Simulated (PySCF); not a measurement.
# Fluorine: the same states on changed settings

An exercise on one series of results from a longer session: the logs are not shown, and one member is left open.

Method: unrestricted determinants in a Gaussian basis, no spin-orbit coupling in the energies. Code: PySCF 2.14.0.

### What is computed

- Element: fluorine (Z = 9)
- Basis: x2c-TZVPall (5s3p2d1f, 31 functions)
- Hamiltonian: scalar relativity by spin-free X2C-1e
- State 1: F²⁺: [He] 2s2 2p3, high-spin 4S determinant
- State 2: F³⁺: [He] 2s2 2p2, high-spin 3P determinant
- Methods: UHF, M06-L, BP86, MP2, CCSD(T)
- Core shells frozen in the correlated runs: valence: 1s2 (for F²⁺)

Outer shells as boxes (Hund's rule):

F2+ [He] 2s2 2p3
```
[He] core
2s [↑↓]
2p [↑ ][↑ ][↑ ]
```

F3+ [He] 2s2 2p2
```
[He] core
2s [↑↓]
2p [↑ ][↑ ][  ]
```

The sound run (x2c-TZVPall, the spin-free X2C one-electron Hamiltonian (Gaussian nucleus), symmetry-adapted start, fine grid, valence correlation) gave:

```
species             method  energy (hartree)
    F²⁺                UHF         -97.69681
    F²⁺              M06-L         -97.91439
    F²⁺               BP86         -97.89256
    F²⁺      MP2 (valence)         -97.79395
    F²⁺  CCSD(T) (valence)         -97.80936
    F³⁺                UHF         -95.40923
    F³⁺              M06-L         -95.59426
    F³⁺               BP86         -95.58280
    F³⁺      MP2 (valence)         -95.48549
    F³⁺  CCSD(T) (valence)         -95.50894
```

One driver process ran all states and methods and kept the integrals in memory. Each run is shown as a PySCF script that sums up its settings (the driver passes frozen orbitals as a list and adds second-order terms of double hybrids); the logs are those of the runs themselves.

The first run:

It was started by

```sh
$ OMP_NUM_THREADS=1 python atomrun2.py TASK.json OUT
```

Contents of input.py:

```python
from pyscf import gto, scf, dft, mp, cc
import basis_set_exchange as bse
mol = gto.M(atom="F 0 0 0", charge=2, spin=3, symmetry="D2h",
            basis=gto.basis.parse(bse.get_basis("x2c-TZVPall", elements=["F"], fmt="nwchem", header=False)),
            nucmod="G")
mf = scf.UHF(mol).sfx2c1e()
mf.irrep_nelec = {'Ag': (2, 2), 'B1u': (1, 0), 'B2u': (1, 0), 'B3u': (1, 0)}
mf.init_guess = "1e"
mf.max_cycle = 50
mf.kernel()
```

Among the steps run: Changed run, F²⁺; Changed run, F³⁺: the ladder of methods.

One of the session's tables, all rows but one given; the rest of the session is left out.

Ionisation energy of F²⁺:

```
 method  sound run (eV)
    UHF          62.248
  M06-L          63.134
   BP86          62.852
    MP2               ?
SCS-MP2          62.563
   CCSD          62.597
CCSD(T)          62.598
```

**Question.** Estimate the row for MP2.

As computed: sound run (eV): 62.816. In the column «sound run (eV)» it lies between CCSD(T) (62.598) and BP86 (62.852).
